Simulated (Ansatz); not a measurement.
**Ca3GeN: a short molecular-dynamics run**

Aim: set Ca3GeN (a database structure, 5 atoms, not relaxed) in motion for 20 steps of 1 fs at constant energy, with velocities drawn for 300 K, and see how temperature, energy and positions respond.

Program: Ansatz 0.2.0. Level of theory: DFT PBEsol, plane waves, PAW, scalar-relativistic, no spin polarisation. These are calculated values, not measurements.

**1. The starting structure**

The cell holds 5 atoms (Ca3GeN): a = 4.735 Å, b = 4.735 Å, c = 4.735 Å, α = 90.00°, β = 90.00°, γ = 90.00°.

Structure file:

```
N Ge Ca
1.0
     4.73458    0.00000    0.00000
     0.00000    4.73458    0.00000
     0.00000    0.00000    4.73458
N Ge Ca
1 1 3
Cartesian
  2.3673 2.3673 2.3673
  0.0000 0.0000 0.0000
  0.0000 2.3673 2.3673
  2.3673 0.0000 2.3673
  2.3673 2.3673 0.0000
```

**2. Dynamics**

Input file input.yaml:

```yaml
crystal:
  lattice:
    - [4.734578, 0.0, 0.0]
    - [0.0, 4.734578, 0.0]
    - [0.0, 0.0, 4.734578]
  atoms:
    - { symbol: "N", position: [0.5, 0.5, 0.5] }
    - { symbol: Ge, position: [0.0, 0.0, 0.0] }
    - { symbol: Ca, position: [0.0, 0.5, 0.5] }
    - { symbol: Ca, position: [0.5, 0.0, 0.5] }
    - { symbol: Ca, position: [0.5, 0.5, 0.0] }
kpoints:
  mp_grid: { grid: [3, 3, 3] }
magnetization:
  spin_polarized: false
scf:
  occupations: { method: fermi_dirac, width: 0.05 }
hamiltonian:
  pseudopotentials: { kind: paw }
  xc: pbesol
basis:
  ecutwfc: 420
md:
  timestep: 1.0
  n_steps: 20
  ensemble: nve
  temperature: 300.0
  initial_velocities: maxwell_boltzmann
  seed: 940946
```

The run is started by

```sh
$ ansatz run input.yaml --threads 2 --pin off --max-ram 2560MiB --backend cpu --events-out ev --progress --plain --runs-dir out
```

Output, cut to the lines that bear on the results:

```text
Warning: md: disabling space-group detection — thermal motion breaks the input geometry's symmetry, so no spatial operation reduces the k-mesh or symmetrises the density; time reversal is kept, so that k and −k are solved as one point where they differ and the mesh holds both, and exact [...]
Warning: RAYON_NUM_THREADS=2 ignored (pool sized by the plan → 2); use --threads N
[...]
Pseudopotentials: kind: paw
Pseudopotential: N, paw, valence charge 5, recommended cutoff 420 eV (normal), N.paw.azcp
Pseudopotential: Ge, paw, valence charge 14, recommended cutoff 420 eV (normal), Ge.paw.azcp
Pseudopotential: Ca, paw, valence charge 10, recommended cutoff 420 eV (normal), Ca.paw.azcp
Functional definition: PBEsol
[...]
Crystal: 5 atoms, lattice volume = 106.131 Å³
Basis set: ecut = 420 eV, 2103 PW (Γ), exchange–correlation on 64×64×64 points (8 copies of the dense FFT grid, shifted against one another)
Bands: 30, of which v1, the nominal top of the filled ones, is band 25 counted from 1 (24 counted from 0)
Symmetry: 1 space group operations
k-points: 14 of 27 (time reversal used)
[...]
SCF iter   1: F=—  HF=-10017.251909 eV  |F-HF|=—  |Δ(HF+E_count)|=         —  Δρ=7.73e-3  dr2=8.14e-2  ethr=1.77e-3  ⟨swp⟩=7.4  Hψ=1937  notcnv=0
[...]
md step     0: t =     0.00 fs  T =   300.0 K  F+E_penalty+E_count = -10017.23719386 eV  E_kin = 0.155112 eV  conserved = -10017.08208186 eV  (8 SCF iters)
[...]
md step     4: t =     4.00 fs  T =   287.1 K  F+E_penalty+E_count = -10017.23052228 eV  E_kin = 0.148446 eV  conserved = -10017.08207676 eV  (6 SCF iters)
[...]
md step     5: t =     5.00 fs  T =   280.0 K  F+E_penalty+E_count = -10017.22686997 eV  E_kin = 0.144796 eV  conserved = -10017.08207389 eV  (3 SCF iters)
[...]
SCF iter   2: F=—  HF=-10017.222504 eV  |F-HF|=—  |Δ(HF+E_count)|=   4.31e-9  Δρ=5.48e-6  dr2=1.45e-8  ethr=1.39e-10  ⟨swp⟩=2.4  Hψ=839  notcnv=0  defer=13
```

**3. The output, continued**

The log, continued, cut to the lines that bear on the results:

```text
SCF iter   3: F=-10017.222504 eV  HF=-10017.222504 eV  |F-HF|=7.89e-10  |Δ(HF+E_count)|=   2.44e-9  Δρ=8.50e-7  dr2=4.52e-10  ethr=1.02e-11  ⟨swp⟩=4.0  Hψ=1340  notcnv=0
[...]
md step     6: t =     6.00 fs  T =   271.6 K  F+E_penalty+E_count = -10017.22250384 eV  E_kin = 0.140433 eV  conserved = -10017.08207039 eV  (3 SCF iters)
[...]
md step     9: t =     9.00 fs  T =   239.2 K  F+E_penalty+E_count = -10017.20575097 eV  E_kin = 0.123695 eV  conserved = -10017.08205645 eV  (3 SCF iters)
[...]
md step    12: t =    12.00 fs  T =   199.6 K  F+E_penalty+E_count = -10017.18521419 eV  E_kin = 0.103176 eV  conserved = -10017.08203823 eV  (2 SCF iters)
[...]
md step    15: t =    15.00 fs  T =   157.7 K  F+E_penalty+E_count = -10017.16353909 eV  E_kin = 0.081521 eV  conserved = -10017.08201822 eV  (2 SCF iters)
[...]
md step    19: t =    19.00 fs  T =   108.0 K  F+E_penalty+E_count = -10017.13782184 eV  E_kin = 0.055827 eV  conserved = -10017.08199462 eV  (2 SCF iters)
[...]
md step    20: t =    20.00 fs  T =    97.9 K  F+E_penalty+E_count = -10017.13261074 eV  E_kin = 0.050621 eV  conserved = -10017.08199022 eV  (6 SCF iters)
SCF converged after 6 iterations
Free energy (F): -10017.132611 eV
[...]
E sigma→0 (E₀):  -10017.118986 eV
Entropy (-TS):   -0.027249 eV (-5.450 meV/atom)
Fermi energy:    7.827324 eV
[...]
--- Forces (eV/Å), atoms counted from 1 ---
  atom   1  N      0.76730975    -0.15527223     0.33172483
  atom   2  Ge    -0.03256008    -0.00837076     0.04674056
  atom   3  Ca    -0.72314749    -0.30138993    -0.10007247
  atom   4  Ca     0.13913290     0.64334141    -0.29754324
  atom   5  Ca    -0.15073481    -0.17830746     0.01915216
[...]
--- MD trajectory: 20 steps, t = 0.0 → 20.0 fs ---
  final state: T = 97.9 K   F+E_penalty+E_count = -10017.13261074 eV   E_kin = 0.050621 eV
  conserved energy: peak-to-peak 9.164e-5 eV (1.833e-5 eV/atom) over 20.0 fs
```

It took 30 s on 2 threads of Arm Neoverse V1, shared host; peak memory 0.36 GiB.

**4. What the atoms did**

One step in 2; energies are changes from step 0; msd is the mean square displacement from the start, the centre of mass held:

```
time (fs)  T (K)  potential energy change (meV/atom)  total energy change (meV/atom)  msd N (Å²)  msd Ca (Å²)  msd Ge (Å²)
      0.0    300                                 0.0                            0.00       0.000        0.000        0.000
      2.0    297                                 0.3                            0.00       0.000        0.000        0.000
      4.0    287                                 1.3                            0.00       0.001        0.000        0.000
      6.0    272                                 2.9                            0.00       0.003        0.001        0.000
      8.0    251                                 5.1                            0.00       0.005        0.001        0.000
     10.0    227                                 7.6                            0.01       0.007        0.001        0.000
     12.0    200                                10.4                            0.01       0.009        0.002        0.000
     14.0    172                                13.3                            0.01       0.011        0.003        0.000
     16.0    144                                16.1                            0.01       0.014        0.003        0.000
     18.0    119                                18.7                            0.02       0.015        0.004        0.000
     20.0     98                                20.9                            0.02       0.017        0.005        0.000
```

time (fs), T (K) and a bar:
```
      0.0        300 ##############################
      1.0        299 ##############################
      2.0        297 ##############################
      3.0        293 #############################
      4.0        287 ############################
      5.0        280 ###########################
      6.0        272 ##########################
      7.0        262 ########################
      8.0        251 #######################
      9.0        239 #####################
     10.0        227 ###################
     11.0        213 #################
     12.0        200 ###############
     13.0        186 #############
     14.0        172 ###########
     15.0        158 #########
     16.0        144 #######
     17.0        131 #####
     18.0        119 ###
     19.0        108 #
     20.0         98
```

**5. Frames from the trajectory**

Positions (Å) and forces (eV/Å):

```xyz
5
Lattice="4.735 0.000 0.000 0.000 4.735 0.000 0.000 0.000 4.735" Properties=species:S:1:pos:R:3:forces:R:3 pbc="T T T" time_fs=2.0 T=297 dE=0.0017
N     2.352    2.369    2.359    0.095   -0.023    0.045
Ge    0.000    0.000   -0.001   -0.003   -0.001    0.005
Ca    0.005    2.372    2.367   -0.090   -0.035   -0.013
Ca    2.362   -0.007    2.374    0.014    0.080   -0.033
Ca    2.372    2.368   -0.001   -0.016   -0.022   -0.002
5
Lattice="4.735 0.000 0.000 0.000 4.735 0.000 0.000 0.000 4.735" Properties=species:S:1:pos:R:3:forces:R:3 pbc="T T T" time_fs=5.0 T=280 dE=0.0103
N     2.329    2.371    2.347    0.235   -0.056    0.110
Ge    0.001    0.001   -0.003   -0.008   -0.002    0.012
Ca    0.012    2.380    2.366   -0.223   -0.087   -0.033
Ca    2.354   -0.017    2.383    0.035    0.199   -0.083
Ca    2.380    2.368   -0.002   -0.039   -0.054   -0.005
5
Lattice="4.735 0.000 0.000 0.000 4.735 0.000 0.000 0.000 4.735" Properties=species:S:1:pos:R:3:forces:R:3 pbc="T T T" time_fs=8.0 T=251 dE=0.0253
N     2.308    2.372    2.336    0.373   -0.086    0.170
Ge    0.002    0.002   -0.005   -0.013   -0.003    0.019
Ca    0.018    2.387    2.365   -0.354   -0.137   -0.051
Ca    2.347   -0.026    2.392    0.056    0.311   -0.131
Ca    2.387    2.369   -0.004   -0.063   -0.085   -0.007
5
Lattice="4.735 0.000 0.000 0.000 4.735 0.000 0.000 0.000 4.735" Properties=species:S:1:pos:R:3:forces:R:3 pbc="T T T" time_fs=10.0 T=227 dE=0.0380
N     2.295    2.373    2.329    0.460   -0.104    0.207
Ge    0.002    0.002   -0.006   -0.016   -0.004    0.024
Ca    0.022    2.392    2.365   -0.436   -0.169   -0.062
Ca    2.342   -0.033    2.398    0.070    0.382   -0.162
Ca    2.392    2.369   -0.004   -0.078   -0.104   -0.006
5
Lattice="4.735 0.000 0.000 0.000 4.735 0.000 0.000 0.000 4.735" Properties=species:S:1:pos:R:3:forces:R:3 pbc="T T T" time_fs=12.0 T=200 dE=0.0520
N     2.284    2.373    2.322    0.543   -0.120    0.240
Ge    0.002    0.003   -0.007   -0.020   -0.005    0.028
Ca    0.026    2.396    2.364   -0.514   -0.199   -0.072
Ca    2.337   -0.038    2.404    0.084    0.447   -0.193
Ca    2.397    2.370   -0.005   -0.093   -0.122   -0.004
5
Lattice="4.735 0.000 0.000 0.000 4.735 0.000 0.000 0.000 4.735" Properties=species:S:1:pos:R:3:forces:R:3 pbc="T T T" time_fs=15.0 T=158 dE=0.0737
N     2.269    2.374    2.314    0.650   -0.140    0.283
Ge    0.003    0.003   -0.008   -0.025   -0.006    0.035
Ca    0.030    2.403    2.363   -0.615   -0.242   -0.084
Ca    2.330   -0.046    2.412    0.105    0.534   -0.235
Ca    2.404    2.370   -0.007   -0.115   -0.147    0.002
5
Lattice="4.735 0.000 0.000 0.000 4.735 0.000 0.000 0.000 4.735" Properties=species:S:1:pos:R:3:forces:R:3 pbc="T T T" time_fs=18.0 T=119 dE=0.0936
N     2.259    2.373    2.307    0.732   -0.152    0.315
Ge    0.003    0.004   -0.010   -0.030   -0.007    0.042
Ca    0.033    2.409    2.361   -0.691   -0.279   -0.095
Ca    2.323   -0.052    2.420    0.126    0.605   -0.274
Ca    2.411    2.369   -0.008   -0.137   -0.167    0.011
5
Lattice="4.735 0.000 0.000 0.000 4.735 0.000 0.000 0.000 4.735" Properties=species:S:1:pos:R:3:forces:R:3 pbc="T T T" time_fs=20.0 T=98 dE=0.1046
N     2.254    2.372    2.304    0.767   -0.155    0.332
Ge    0.004    0.004   -0.011   -0.033   -0.008    0.047
Ca    0.034    2.412    2.360   -0.723   -0.301   -0.100
Ca    2.318   -0.056    2.425    0.139    0.643   -0.298
Ca    2.416    2.369   -0.009   -0.151   -0.178    0.019
```

**6. What came out**

| quantity | value |
| --- | --- |
| length | 20 steps of 1 fs |
| temperature, first and last step | 300 and 98 K |
| temperature, second half | mean 160 K, from 98 to 227 K |
| potential energy, second half | +15 meV/atom from the start |
| largest change of the total energy | 0.02 meV/atom |
| mean square displacement, second half | N 0.012, Ca 0.003, Ge 0.000 Å² |

The temperature starts at 300 K and averages 160 K in the second half, where it still falls, from 227 to 98 K. The total energy strays from its start by at most 0.02 meV/atom, under 0.1 % of the mean kinetic energy, which is good for a step of 1 fs. The farthest move is 0.13 Å, against a mean nearest distance of 2.4 Å at the start: no atom has changed site so far. 20 fs on 5 atoms is far too short and small for converged averages.
